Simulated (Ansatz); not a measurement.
# Cl2H6HfN2O: a nudged elastic band in two tries

Aim: a band of images between two relaxed ends for this system.

Program: Ansatz 0.2.0. Level of theory: RKS LDA/def2-SVP. These are calculated values, not measurements.

## 1. The starting structure

Bond lengths: Hf1–Cl2 2.396 Å, Hf1–N3 2.023 Å, N3–H4 1.026 Å, N3–H5 1.028 Å, Hf1–O6 1.907 Å, O6–H7 0.968 Å, Hf1–Cl8 2.394 Å, Hf1–N9 2.402 Å, N9–H10 1.033 Å, N9–H11 1.031 Å, N9–H12 1.034 Å. Angles (14 of 20 angles, heavy atoms first): Cl2–Hf1–N3 116.7°, Cl2–Hf1–O6 101.5°, Cl2–Hf1–Cl8 118.3°, Cl2–Hf1–N9 79.4°, N3–Hf1–O6 96.2°, N3–Hf1–Cl8 116.4°, N3–Hf1–N9 81.5°, O6–Hf1–Cl8 101.9°, O6–Hf1–N9 177.7°, Cl8–Hf1–N9 79.4°, Hf1–N3–H4 129.7°, Hf1–N3–H5 121.5°, Hf1–O6–H7 174.9°, Hf1–N9–H10 106.9°.

As a file:

```xyz
12

Hf   -0.0574   -0.2489    0.1352
Cl   -0.3504    0.1977    2.4712
N     1.7954    0.0456   -0.6207
H     2.6438   -0.5224   -0.5156
H     2.0104    0.8546   -1.2175
O    -0.8493    1.2978   -0.6493
H    -1.3220    2.0644   -1.0034
Cl   -1.3396   -2.0143   -0.8509
N     1.0256   -2.1673    1.0927
H     0.5300   -3.0014    0.7373
H     2.0354   -2.3023    0.9374
H     0.8674   -2.1037    2.1123
```

## 2. First attempt

input.yaml

```yaml
crystal:
  periodic: [false, false, false]
  atoms:
    - { symbol: Hf, position_ang: [-0.057416, -0.248851, 0.135192] }
    - { symbol: Cl, position_ang: [-0.350446, 0.197741, 2.471248] }
    - { symbol: "N", position_ang: [1.795444, 0.04564, -0.620656] }
    - { symbol: H, position_ang: [2.643758, -0.522399, -0.515554] }
    - { symbol: H, position_ang: [2.010399, 0.854637, -1.217511] }
    - { symbol: O, position_ang: [-0.849325, 1.297839, -0.649333] }
    - { symbol: H, position_ang: [-1.321965, 2.064396, -1.003359] }
    - { symbol: Cl, position_ang: [-1.339603, -2.014314, -0.850868] }
    - { symbol: "N", position_ang: [1.025603, -2.167284, 1.092717] }
    - { symbol: H, position_ang: [0.529967, -3.001382, 0.737272] }
    - { symbol: H, position_ang: [2.035392, -2.302266, 0.937433] }
    - { symbol: H, position_ang: [0.867393, -2.103657, 2.11232] }
basis:
  gaussian: { orbitals: def2-SVP }
hamiltonian:
  xc: lda
neb:
  order_check: false
  images: 4
  f_tol: 0.05
  max_iterations: 8
  climbing: false
  final_atoms:
    - { symbol: Hf, position_ang: [0.27089686, -0.29073095, 0.02466574] }
    - { symbol: Cl, position_ang: [0.64822167, 0.55989732, 2.25488807] }
    - { symbol: "N", position_ang: [2.0400636, 0.32443219, -0.71046949] }
    - { symbol: H, position_ang: [2.37511924, 0.12701545, -1.66216116] }
    - { symbol: H, position_ang: [2.62553535, 1.0501127, -0.27742265] }
    - { symbol: O, position_ang: [-1.24867443, 0.78248865, -0.42779043] }
    - { symbol: H, position_ang: [-1.82246806, 1.46893399, -0.79621971] }
    - { symbol: Cl, position_ang: [-0.04601054, -2.05517567, -1.59182789] }
    - { symbol: "N", position_ang: [0.50866657, -2.24116536, 1.30581593] }
    - { symbol: H, position_ang: [-0.39232093, -2.61606017, 1.64399269] }
    - { symbol: H, position_ang: [0.94291263, -2.98154791, 0.72941575] }
    - { symbol: H, position_ang: [1.08725904, -2.02810023, 2.13601416] }
  initial_path: idpp
  relax_end_points: true
```

The run is started by

```bash
> ansatz run input.yaml --threads 4 --pin off --max-ram 5120MiB --backend cpu --events-out ev --progress --plain --runs-dir out
```

Q: Predict the outcome of this session. Wanted: first try.

**Answer**, as computed:

| quantity | value |
| --- | --- |
| first try | refused |
| cause | relaxing the ends inside the band is not offered in a Gaussian basis |

**Reading.** The fault in the first input was caught at the input check and cost nothing.
